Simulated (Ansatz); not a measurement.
# Cr3As (Fm-3m): scan of the energy under strain

What does a strain cost in Cr3As (Fm-3m)? A script is to give a scan of the energy under strain; the system is Cr3As (Fm-3m).

Program: the Python package of Ansatz 0.2.0. Level of theory: DFT PBEsol, plane waves, PAW. These are calculated values, not measurements.

**1. The system**

It takes space group Fm-3m (No. 225, cubic). Conventional cell: a = 5.775 Å, b = 5.775 Å, c = 5.775 Å, α = 90.00°, β = 90.00°, γ = 90.00°. Around Cr (site symmetry -43m) lie 4 Cr at 2.50 Å and 4 As at 2.50 Å. Cr (site symmetry m-3m) has 8 Cr at 2.50 Å as nearest neighbours. Around As (site symmetry m-3m) lie 8 Cr at 2.50 Å.

The script holds or builds the structure itself.

**2. Script**

Input file strain_cr3as.py:

```python
import warnings

import ansatz
import matplotlib.pyplot as plt
import numpy as np

vectors0 = np.array([
    [0.0, 2.88728, 2.88728],
    [2.88728, 0.0, 2.88728],
    [2.88728, 2.88728, 0.0],
])
sites = [
    ('Cr', (0.25, 0.25, 0.25), 2.1),
    ('Cr', (0.75, 0.75, 0.75), 2.1),
    ('Cr', (0.5, 0.5, 0.5), 2.1),
    ('As', (0.0, 0.0, 0.0), 0.0),
]


def build(cell):
    crystal = ansatz.Crystal(lattice=ansatz.Lattice.of(cell))
    for symbol, position, moment in sites:
        crystal = crystal.atom(symbol, position, moment=moment or None)
    return crystal


def main() -> None:
    warnings.simplefilter('ignore', ansatz.DeckWarning)

    values = np.linspace(-0.03, 0.03, 5)
    energies = []
    for d in values:
        strain = np.diag([0, 0, d])
        cell = vectors0 @ (np.eye(3) + strain)
        calculation = (
            build(cell).calculation()
            .functional('pbesol')
            .pseudopotentials('paw')
            .occupations('fermi_dirac', width=0.1)
            .spin('collinear')
            .scf(tolerance=1e-10)
            .basis(520)
            .kpoints(10, 10, 10)
            .stress()
        )
        rep = calculation.run(threads=1).report
        energies.append(rep['free_energy_ev'] / len(sites))
        s = rep['stress_gpa']
        print(f'd = {d:+.4f}  stress xx yy zz xy (GPa, compression positive): {s[0][0]:8.3f} {s[1][1]:8.3f} {s[2][2]:8.3f} {s[0][1]:8.3f}')
    energies = np.array(energies)

    for value, e in zip(values, energies):
        print(f'strain {value:7.3f}   E - Emin = {1000 * (e - energies.min()):9.3f} meV/atom')
    plt.figure(figsize=(4.5, 3))
    plt.plot(values, 1000 * (energies - energies.min()), 'o-')
    plt.xlabel('strain')
    plt.ylabel('meV/atom')
    plt.tight_layout()
    plt.savefig('strain.png', dpi=100)
    curvature = 2 * np.polyfit(values, energies, 3)[1]
    volume = abs(np.linalg.det(vectors0)) / len(sites)
    print(f'd2E/dd2 over the volume: {curvature / volume * 160.21766:.1f} GPa')


if __name__ == '__main__':
    main()
```

**3. Running it**

Run with:

```
python strain_cr3as.py
```

**Question.** How much energy does this uniaxial strain cost, and what curvature follows?

As calculated:

```
                  quantity           value
curvature under the strain       170.3 GPa
             runs compared               5
           range of energy  17.08 meV/atom
      lowest point, strain          -0.015
```

**Reading.** Against the unstrained cell the energy per atom changes by -2.65 meV at one end of the scan and +14.15 meV at the other, and its second derivative over the volume is 170.3 GPa. Caveats:
- The SCF didn't keep the moments it started from (some shrank, vanished or turned); what is printed is the state reached.
- The curvature belongs to this strain pattern and to the cell's stress; it equals a single elastic constant only for simple patterns.
- In a metal a curvature from energy changes of a few meV or less hangs on mesh and smearing, in size and even in sign.
- The structure comes from a database of computed cells and needn't be a stable or known phase.
- The ions keep their fractional positions (clamped ions). The starting moments were not kept in at least one run, so it stands on a weaker or other magnetic state than the one typed.
